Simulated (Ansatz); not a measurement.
# CdSe: the cost of one run

Program: Ansatz 0.2.0. Level of theory: DFT PBE, spin-orbit coupling, plane waves, PAW. These are calculated values, not measurements.

1 further run of the same task is left out (set aside as unsound or not needed).

**1. The system as given**

It takes space group F-43m (No. 216, cubic). The conventional cell has a = 6.197 Å, b = 6.197 Å, c = 6.197 Å, α = 90.00°, β = 90.00°, γ = 90.00°. Cd (site symmetry -43m) has 4 Se at 2.68 Å as nearest neighbours. Se (site symmetry -43m) is surrounded by 4 Cd at 2.68 Å.

Coordinates:

```xyz
2
Lattice="0.0000 3.0984 3.0984 3.0984 0.0000 3.0984 3.0984 3.0984 0.0000" Properties=species:S:1:pos:R:3 pbc="T T T"
Cd    0.0000    0.0000    0.0000
Se    4.6476    4.6476    4.6476
```

It goes back to an entry of the Materials Project, which need not be the stable form.

This cell was relaxed beforehand with the same method: volume 29.75 Å³/atom, gap on the mesh 0.49 eV.

**2. Level of theory: PBE with spin-orbit coupling**

input.yaml reads:

```yaml
crystal:
  lattice:
    - [0.0, 3.0984146604, 3.0984146604]
    - [3.0984146604, 0.0, 3.0984146604]
    - [3.0984146604, 3.0984146604, 0.0]
  atoms:
    - { symbol: Cd, position: [0.0, 0.0, 0.0] }
    - { symbol: Se, position: [0.75, 0.75, 0.75] }
basis:
  ecutwfc: 420
kpoints:
  mp_grid: { grid: [10, 10, 10] }
  band_path:
    path:
      - [[0.0, 0.0, 0.0], [-0.5, -0.5, 0.0], [-0.375, -0.375, 0.25]]
      - [[-0.375, 0.0, 0.375], [0.0, 0.0, 0.0], [0.0, 0.0, 0.5], [-0.5, -0.25, 0.25], [-0.5, -0.5, 0.0]]
    npoints: 10
hamiltonian:
  xc: pbe
scf:
  occupations: { method: gaussian, width: 0.02 }
output:
  forces: true
  stress: true
  eigenvalues: true
  populations: true
  dos: { projected: true, de: 0.02 }
  bader: false
  write_density: true
  write_potential: true
  elf: true
  volumetric_format: npy
magnetization:
  noncollinear: true
  spin_orbit: true
```

On the command line:

```console
$ ansatz run input.yaml --threads 1 --pin off --max-ram 2560MiB --backend cpu --events-out ev --progress --plain --runs-dir out
```

Q: Estimate wall time and peak memory on 1 thread of AMD EPYC 7R13 (Zen 3), shared host.

About 42 s, with a peak of 0.66 GiB.
